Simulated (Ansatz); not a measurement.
# LuSb (Fm-3m): equation of state with a fit in Python

Where is the equilibrium volume of LuSb (Fm-3m), and how stiff is it? Wanted for LuSb (Fm-3m): an equation of state with a fit.

Computed with the Python package of Ansatz 0.2.0. Level of theory: DFT r2SCAN, plane waves, norm-conserving potentials.

## Step 1: Starting point

The structure is cubic, space group Fm-3m (No. 225). The conventional cell has a = 6.079 Å, b = 6.079 Å, c = 6.079 Å, α = 90.00°, β = 90.00°, γ = 90.00°. Around Lu (site symmetry m-3m) lie 6 Sb at 3.04 Å. Sb (site symmetry m-3m) has 6 Lu at 3.04 Å as nearest neighbours.

No structure file is read: the coordinates are typed or built in the script.

## Step 2: The code

eos_lusb.py

```python
# -*- coding: utf-8 -*-
"""Equation of state of LuSb."""

import ansatz as az
import numpy as np

vectors0 = np.array([
    [0.0, 3.039331, 3.039331],
    [3.039331, 0.0, 3.039331],
    [3.039331, 3.039331, 0.0],
])
sites = [
    ("Lu", (0.0, 0.0, 0.0)),
    ("Sb", (0.5, 0.5, 0.5)),
]


def crystal_on(cell):
    crystal = az.Crystal(lattice=az.Lattice.of(cell))
    for symbol, position in sites:
        crystal = crystal.atom(symbol, position)
    return crystal

# uniform scaling of the cell
volumes, energies, pressures = [], [], []
for scale in np.linspace(0.9, 1.1, 9):
    cell = vectors0 * scale ** (1 / 3)
    setup = (
        crystal_on(cell).calculation()
        .functional("r2scan")
        .pseudopotentials("nc")
        .occupations("gaussian", width=0.02)  # fractional filling near the Fermi level
        .scf(tolerance=1e-06)
        .kpoints(10, 10, 10)
        .stress()  # GPa
    )
    r = setup.run(threads=1).report
    volumes.append(abs(np.linalg.det(cell)) / len(sites))
    energies.append(r["free_energy_ev"] / len(sites))
    pressures.append(np.trace(r["stress_gpa"]) / 3)
    print(f"V = {volumes[-1]:8.4f} A^3/atom  F = {energies[-1]:.5f} eV/atom  P = {pressures[-1]:8.3f} GPa")

# third-order Birch-Murnaghan: a cubic in V^(-2/3)
x = np.array(volumes) ** (-2 / 3)
poly = np.polynomial.Polynomial.fit(x, energies, 3).convert()
roots = poly.deriv().roots()
x0 = min((r.real for r in roots if abs(r.imag) < 1e-9 and poly.deriv(2)(r.real) > 0), key=lambda r: abs(r - x.mean()))
v0 = x0 ** -1.5
b0 = 4 / 9 * poly.deriv(2)(x0) * v0 ** (-7 / 3) * 160.21766
b1 = 4 + 2 / 3 * x0 * poly.deriv(3)(x0) / poly.deriv(2)(x0)
print(f"V0 = {v0:.4f} A^3/atom, B0 = {b0:.1f} GPa, dB/dP = {b1:.2f}")
```

## Step 3: The input behind the calls

The engine receives this input (first run):

```yaml
crystal:
  lattice:
    - [0.0, 2.934441816802813, 2.934441816802813]
    - [2.934441816802813, 0.0, 2.934441816802813]
    - [2.934441816802813, 2.934441816802813, 0.0]
  atoms:
    - { symbol: Lu, position: [0.0, 0.0, 0.0] }
    - { symbol: Sb, position: [0.5, 0.5, 0.5] }
kpoints:
  mp_grid:
    grid: [10, 10, 10]
hamiltonian:
  xc: r2scan
  pseudopotentials:
    kind: nc
scf:
  convergence:
    dr2_threshold: 1.0e-06
  occupations:
    method: gaussian
    width: 0.02
output:
  stress: true
```

## Step 4: The run

Started as:

```
python eos_lusb.py
```

**Question.** Where does the minimum lie against the volume typed, and how stiff is the crystal?

The runs gave:

| quantity | value |
| --- | --- |
| runs compared | 9 |
| range of energy | 66.95 meV/atom |
| lowest point, volume (Å³/atom) | 28.076 |
| equilibrium volume (fit) | 28.06 Å³/atom |
| bulk modulus (fit) | 66 GPa |

What this shows: A third-order Birch-Murnaghan fit through the 9 points has its minimum at 28.06 Å³ an atom, 0.1 % below the typed cell, with a bulk modulus of 66 GPa. From that minimum the energy rises by 66.9 meV an atom on the compressed side and 51.0 meV on the expanded side. Reading the output:
- Such functionals run on norm-conserving files made under PBE, which can move pressures by some GPa.
- Pressure is positive in compression.
- This cell is a computed structure, which may not be the phase found in nature.
